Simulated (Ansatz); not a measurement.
# SiC2 in Ansatz: the effect of exact exchange

The system is SiC2.

```xyz
3
Lattice="2.4649 0.0000 0.0000 -1.2325 2.1347 0.0000 0.0000 0.0000 7.1274" Properties=species:S:1:pos:R:3 pbc="T T T"
Si    0.0000    0.0000    0.0000
C     0.0000    1.4231    3.5637
C     1.2325    0.7115    3.5637
```

The cell was built by a generator and needn't be a form met in nature.

Alike in all runs:

```yaml
Program: Ansatz 0.2.0
Task: single point
Functional: HSE06 form with a typed share of exact exchange
Potentials_or_basis: Ansatz PAW
Cutoff: "420 eV (not typed: the program's choice for these potentials)"
k_mesh: 6 × 6 × 2
Occupations: fermi-dirac, width 0.05 eV
Spin: no spin polarisation
```

```csv
exact exchange,pressure (GPa)
0.05,2.0
0.1,1.2
0.15,0.5
0.2,-0.2
0.25,-0.9
0.3,-1.6
0.4,-3.0
0.5,?
```

Question: What does the run with exact exchange 0.5 give?

Answer: Pressure -4.3 GPa.

Worked out: A straight line through the other rows of the pressure, of slope -14.2 GPa per unit of exact exchange, extrapolates to -4.4 GPa, against the run's -4.3.

Caveats: all runs use coarse meshes; the PAW data sets come from PBE, with cores solved anew for the run's functional, which leaves a small shift of forces and pressure; the thresholds are loose for stress.
